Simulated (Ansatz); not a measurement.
**CH4BF2N: basis-set convergence**

How large a basis does CH4BF2N need? Two functionals are run in growing sets.

Method: one geometry, several basis sets; program: Ansatz 0.2.0, Gaussian basis.

Plan: PBE0-D4/def2-SVP; ωB97M-V/def2-SVP; PBE0-D4/def2-QZVPP; ωB97M-V/def2-QZVPP; the functionals' def2-TZVPP values are taken from earlier runs.

## (1) The relaxed structure

An earlier PBE0-D4 in a triple-zeta def2 set relaxation fixed the geometry.

SMILES `NBC(F)F`, 9 atoms, charge 0, spin multiplicity 1.

Atoms are counted from 1 here; the program's logs count them from 0.

Bond lengths: N1–B2 1.377 Å, N1–H6 1.005 Å, N1–H7 1.008 Å, B2–C3 1.595 Å, B2–H8 1.194 Å, C3–F4 1.375 Å, C3–F5 1.369 Å, C3–H9 1.098 Å. Angles: B2–N1–H6 123.8°, B2–N1–H7 121.8°, H6–N1–H7 114.5°, N1–B2–C3 118.5°, N1–B2–H8 121.5°, C3–B2–H8 120.0°, B2–C3–F4 111.7°, B2–C3–F5 110.3°, B2–C3–H9 114.4°, F4–C3–F5 106.8°, F4–C3–H9 106.4°, F5–C3–H9 106.9°.

## (2) PBE0-D4 in def2-SVP

in.yaml

```yaml
crystal:
  periodic: [false, false, false]
  atoms:
    - {symbol: N, position_ang: [0.125969, 0.707053, 1.231929]}
    - {symbol: B, position_ang: [-0.349275, -0.330205, 0.460702]}
    - {symbol: C, position_ang: [0.014856, -0.351331, -1.092523]}
    - {symbol: F, position_ang: [0.858069, 0.680045, -1.431406]}
    - {symbol: F, position_ang: [0.664422, -1.513500, -1.411724]}
    - {symbol: H, position_ang: [-0.051204, 0.797201, 2.217263]}
    - {symbol: H, position_ang: [0.707947, 1.432924, 0.844258]}
    - {symbol: H, position_ang: [-1.030583, -1.193117, 0.926694]}
    - {symbol: H, position_ang: [-0.851700, -0.275369, -1.762392]}
basis:
  gaussian: {orbitals: def2-SVP}
hamiltonian: {xc: pbe0, dispersion: d4}
output: {orbitals: {seedname: orbitals}}
```

On the command line:

```bash
ansatz run in.yaml --threads 2 --pin off --events-out ev --progress --plain --max-ram 4352MiB
```

The runs that follow: ωB97M-V in def2-SVP; PBE0-D4 in def2-QZVPP; ωB97M-V in def2-QZVPP.

Q: Predict the results of all the runs planned. Wanted: PBE0-D4: double and triple zeta above quadruple; ωB97M-V: double and triple zeta above quadruple.

The runs gave:

| quantity | value |
| --- | --- |
| PBE0-D4: double and triple zeta above quadruple | 10.85, 0.47 eV |
| ωB97M-V: double and triple zeta above quadruple | 11.12, 0.44 eV |

PBE0-D4 gains 10.38 eV from double to triple zeta, then 0.47 eV more. These are total energies; as a rule much of such shifts cancels in differences, which this series doesn't test. The LUMO of ωB97M-V is positive and keeps falling with the basis (2.18 to 1.46 eV): an unbound level that the basis holds in place.
